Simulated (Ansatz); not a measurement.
# AlBFH3S: the cost of one run

All numbers below are computed with Ansatz 0.2.0 (RKS CAM-B3LYP-D4/def2-SVP).

### 1 The starting structure

Bond lengths: B1–Al2 2.056 Å, Al2–F3 1.663 Å, Al2–S4 2.210 Å, B1–H5 1.174 Å, B1–H6 1.174 Å, S4–H7 1.330 Å. Angles: B1–Al2–F3 119.7°, B1–Al2–S4 129.2°, F3–Al2–S4 111.1°, Al2–B1–H5 122.7°, Al2–B1–H6 122.9°, H5–B1–H6 114.4°, Al2–S4–H7 89.9°.

As a file:

```xyz
7

B    -0.8647    1.3245    0.5177
Al    0.1358   -0.4056    0.0364
F    -0.1546   -1.7939    0.9051
S     1.6047   -0.7692   -1.5738
H    -0.5805    1.9838    1.4464
H    -1.7880    1.7167   -0.0914
H     1.6473   -2.0564   -1.2403
```

### 2 End point A

input.yaml

```yaml
crystal:
  periodic: [false, false, false]
  atoms:
    - { symbol: B, position_ang: [-0.86474, 1.32451, 0.51769] }
    - { symbol: Al, position_ang: [0.13583, -0.4056, 0.03637] }
    - { symbol: F, position_ang: [-0.15458, -1.79387, 0.90506] }
    - { symbol: S, position_ang: [1.6047, -0.76915, -1.57379] }
    - { symbol: H, position_ang: [-0.58045, 1.98385, 1.44637] }
    - { symbol: H, position_ang: [-1.78801, 1.71665, -0.09137] }
    - { symbol: H, position_ang: [1.64725, -2.05638, -1.24033] }
basis:
  gaussian: { orbitals: def2-SVP }
hamiltonian:
  xc: cam_b3lyp
  dispersion: d4
relax:
  f_tol: 0.015
  max_steps: 40
```

Launch:

```sh
$ ansatz run input.yaml --threads 2 --pin off --max-ram 3072MiB --backend cpu --events-out ev --progress --plain --runs-dir out
```

What time and memory should one allow on 2 threads of Arm Neoverse V2, shared host?

About 20 s, with a peak of 0.17 GiB.
